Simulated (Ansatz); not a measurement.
# CAM-B3LYP/cc-pVDZ run of C2H6AlCl (dimethylaluminum chloride)

What is the electronic atomisation energy of C2H6AlCl (dimethylaluminum chloride) at CAM-B3LYP/cc-pVDZ? 

The results are computed with Ansatz 0.2.0.

56 further runs of the same task are left out: 56 set aside as unsound or not needed.

### 1 The system as given

C2H6AlCl: 10 atoms, total charge 0, spin state singlet. As SMILES, `[CH3][Al]([CH3])[Cl]`. The shape is that of a PBE0-D4/def2-TZVP optimisation.

Bond lengths: C1–Al2 1.942 Å, Al2–C3 1.942 Å, Al2–Cl4 2.114 Å, C1–H5 1.092 Å, C1–H6 1.095 Å, C1–H7 1.095 Å, C3–H8 1.095 Å, C3–H9 1.093 Å, C3–H10 1.094 Å. Some angles: C1–Al2–C3 125.8°, C1–Al2–Cl4 117.8°, C3–Al2–Cl4 116.4°, Al2–C1–H5 112.5°, Al2–C1–H6 110.7°, Al2–C1–H7 110.7°, Al2–C3–H8 110.7°, Al2–C3–H9 112.6°, Al2–C3–H10 110.7°, H5–C1–H6 108.1°.

### 2 A single-point energy at CAM-B3LYP/cc-pVDZ

File in.yaml:

```yaml
crystal:
  periodic: [false, false, false]
  atoms:
    - {symbol: C, position_ang: [-0.517700, 1.358200, -0.989200]}
    - {symbol: Al, position_ang: [-0.252300, -0.446600, -0.322400]}
    - {symbol: C, position_ang: [0.742200, -0.932200, 1.273500]}
    - {symbol: Cl, position_ang: [-1.112300, -2.038200, -1.415400]}
    - {symbol: H, position_ang: [-1.121400, 1.383800, -1.898300]}
    - {symbol: H, position_ang: [-1.010200, 1.981400, -0.235400]}
    - {symbol: H, position_ang: [0.443800, 1.835600, -1.206000]}
    - {symbol: H, position_ang: [0.102400, -1.471200, 1.979300]}
    - {symbol: H, position_ang: [1.158700, -0.063300, 1.788800]}
    - {symbol: H, position_ang: [1.566900, -1.607500, 1.025200]}
basis:
  gaussian: {orbitals: cc-pVDZ}
output: {orbitals: {seedname: orbitals}}
magnetization: {spin_polarized: false}
accuracy: high
hamiltonian: {xc: {name: CAM-B3LYP}}
```

Command:

```console
ansatz run in.yaml --threads 1 --pin off --max-ram 3480MiB --events-out events.jsonl --progress --plain --runs-dir runs
```

Output:

```text
Warning: RAYON_NUM_THREADS=1 ignored (pool sized by the plan → 1); use --threads N
Functional definition: CAM-B3LYP
  name "CAM-B3LYP"
  parameter alpha = 0.19
  parameter beta = 0.46
  parameter omega = 0.33/bohr
  parameter ac = 0.81
  exchange = (1 - alpha - beta)*b88_x + beta*b88_x_sr(omega) + alpha*exact_x + beta*exact_x_lr(omega)
  correlation = (1 - ac)*vwn5_c + ac*lyp_c
2223 factors; integrals over basis functions are off by at most 4.2e-9 eV
496 factors; integrals over basis functions are off by at most 2.1e-9 eV
mean field evaluation 1: about -21286.3220 eV, gradient 5.2e1 eV
mean field evaluation 2: about -21287.7984 eV, gradient 4.4e1 eV
mean field evaluation 4: about -21292.8235 eV, gradient 9.6e-1 eV
mean field evaluation 8: about -21292.9433 eV, gradient 5.4e-2 eV
mean field evaluation 16: about -21292.9434 eV, gradient 5.1e-6 eV
mean field -21292.94336708 eV, -782.5012358647 hartree, gradient 2.0e-8 eV, S^2 0.000000; 0 other end points of the search recorded, 0 dependent functions left out
reference -21292.94338899 eV, -782.5012366699 hartree; 24, 24 occupied and 70, 70 virtual orbitals, 2223 factors
Total energy: -21292.94338899 eV, -782.5012366699 hartree
```

It took 13 s on 1 thread of Arm Neoverse V1, shared host; peak memory 0.4 GiB.

### 3 The Al atom, same level

File input.yaml:

```yaml
crystal:
  periodic: [false, false, false]
  atoms:
    - {symbol: Al, position_ang: [0.000000, 0.000000, 0.000000]}
basis:
  gaussian: {orbitals: cc-pVDZ}
hamiltonian: {xc: {name: CAM-B3LYP}}
accuracy: high
magnetization: {spin_polarized: true, initial_magnetization: 1}
```

Run the same way, it converges to -242.36299 Eh (log not shown).

### 4 The C atom

File in.yaml:

```yaml
crystal:
  periodic: [false, false, false]
  atoms:
    - {symbol: C, position_ang: [0.000000, 0.000000, 0.000000]}
basis:
  gaussian:
    orbitals: cc-pVDZ
magnetization:
  spin_polarized: true
  initial_magnetization: 2
hamiltonian:
  xc: {name: CAM-B3LYP}
accuracy: high
```

Run the same way, it converges to -37.82936 Eh (log not shown).

### 5 The Cl atom, same level

File input.yaml:

```yaml
crystal:
  periodic: [false, false, false]
  atoms:
    - {symbol: Cl, position_ang: [0.000000, 0.000000, 0.000000]}
basis:
  gaussian:
    orbitals: cc-pVDZ
magnetization:
  spin_polarized: true
  initial_magnetization: 1
hamiltonian:
  xc: {name: CAM-B3LYP}
accuracy: high
```

Run the same way, it converges to -460.15734 Eh (log not shown).

### 6 The H atom at the same level

File molecule.yaml:

```yaml
crystal:
  periodic: [false, false, false]
  atoms:
    - {symbol: H, position_ang: [0.000000, 0.000000, 0.000000]}
basis:
  gaussian:
    orbitals: cc-pVDZ
magnetization:
  spin_polarized: true
  initial_magnetization: 1
hamiltonian:
  xc: {name: CAM-B3LYP}
accuracy: high
```

Command:

```console
ansatz run molecule.yaml --threads 1 --pin off --max-ram 3480MiB --events-out events.jsonl --progress --plain --runs-dir runs
```

Output:

```text
Warning: RAYON_NUM_THREADS=1 ignored (pool sized by the plan → 1); use --threads N
[... 8 set-up lines as earlier in the session ...]
15 factors; integrals over basis functions are off by at most 4.6e-8 eV
15 factors; integrals over basis functions are off by at most 8.5e-10 eV
mean field evaluation 1: about -13.5409 eV, gradient 7.1e-1 eV
mean field evaluation 2: about -13.5416 eV, gradient 7.3e-1 eV
mean field evaluation 4: about -13.5484 eV, gradient 6.8e-5 eV
mean field evaluation 8: about -13.5484 eV, gradient 4.1e-10 eV
mean field -13.54838089 eV, -0.4978938142 hartree, gradient 3.6e-10 eV, S^2 0.750000; 0 other end points of the search recorded, 0 dependent functions left out
reference -13.54839015 eV, -0.4978941546 hartree; 1, 0 occupied and 4, 5 virtual orbitals, 15 factors
Total energy: -13.54839015 eV, -0.4978941546 hartree
```

Run time: 0.18 s. Hardware: 1 thread of Arm Neoverse V1, shared host.

### 7 Outcome

At CAM-B3LYP/cc-pVDZ:

| quantity | value |
| --- | --- |
| molecule: total energy | -782.50124 Eh |
| molecule: HOMO energy | -9.14 eV |
| molecule: LUMO energy | 0.38 eV |
| molecule: HOMO–LUMO gap | 9.52 eV |
| Al atom: total energy | -242.36299 Eh |
| Al atom: ⟨S²⟩ | 0.755 |
| C atom: total energy | -37.82936 Eh |
| C atom: ⟨S²⟩ | 2.002 |
| Cl atom: total energy | -460.15734 Eh |
| Cl atom: ⟨S²⟩ | 0.752 |
| H atom: total energy | -0.49789 Eh |
| H atom: ⟨S²⟩ | 0.750 |
| electronic atomisation energy | 36.322 eV |

Taking the molecule apart into free atoms costs 36.32 eV (838 kcal/mol), before zero-point energy and without spin-orbit coupling.
